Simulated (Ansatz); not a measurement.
# Tl2Zn: the cost of one run

Method: DFT PBE, scalar-relativistic, plane waves, PAW, unless a step names another level, in Ansatz 0.2.0.

9 further runs of the same task are left out: 5 that didn't finish, 4 set aside as unsound or not needed.

**1. The structure to begin with**

The structure is triclinic, space group P-1 (No. 2). The conventional cell has a = 3.461 Å, b = 6.219 Å, c = 8.048 Å, α = 73.20°, β = 77.74°, γ = 89.61°. Zn (site symmetry 1) is surrounded by 2 Zn at 2.61 to 2.62 Å and 5 Tl at 2.96 to 3.15 Å. Tl (site symmetry 1) is surrounded by 3 Zn at 2.96 to 3.06 Å. Around Tl (site symmetry 1) lie 3 Zn at 3.14 to 3.31 Å and 10 Tl at 3.46 to 3.81 Å.

The space group P-1 holds at a tolerance of 0.01 Å; at 0.001 Å the coordinates give P1. 

Coordinates:

```
Zn Tl
1.0
     3.44036   -0.21385    0.31018
     0.35596    6.20688   -0.14532
     1.22863    2.41383    7.58831
Zn Tl
2 4
Direct
  0.81577 0.14113 0.53028
  0.35123 0.46995 0.46977
  0.72739 0.65302 0.71542
  0.14008 0.10235 0.87192
  0.43920 0.95812 0.28453
  0.02633 0.50876 0.12808
```

It came out lowest among 19 distinct ends of the trial cells. At a tolerance of 0.05 Å it has space group P-1 (No. 2).

**2. Relaxing to 0.001 eV/Å, on the response runs' mesh and smearing**

The input, input.yaml:

```yaml
crystal:
  lattice:
    - [3.4403630239, -0.2138510706, 0.3101767198]
    - [0.35596012, 6.206883587, -0.1453205058]
    - [1.2286338952, 2.4138311592, 7.5883103388]
  atoms:
    - { symbol: Zn, position: [0.8157697823, 0.1411310742, 0.5302786103] }
    - { symbol: Zn, position: [0.3512326848, 0.4699518381, 0.4697658595] }
    - { symbol: Tl, position: [0.7273891907, 0.6530154004, 0.7154161455] }
    - { symbol: Tl, position: [0.1400775498, 0.1023548189, 0.8719207039] }
    - { symbol: Tl, position: [0.4391976958, 0.9581213969, 0.2845342604] }
    - { symbol: Tl, position: [0.0263330967, 0.5087588048, 0.1280844201] }
basis:
  ecutwfc: 420
kpoints:
  mp_grid: { grid: [10, 6, 4] }
hamiltonian:
  xc: pbe
scf:
  occupations: { method: gaussian, width: 0.1 }
output:
  forces: true
  stress: true
  eigenvalues: true
relax:
  adjacent_minimum: "off"
  f_tol: 0.001
  max_steps: 60
  cell: { stress_tol: 0.01 }
```

Command:

```
$ ansatz run input.yaml --threads 3 --pin off --max-ram 7680MiB --backend cpu --events-out ev --progress --plain --runs-dir out
```

Q: Estimate wall time and peak memory on 3 threads of Intel Xeon 6975P-C (Granite Rapids), shared host.

About 70 s, with a peak of 0.97 GiB.
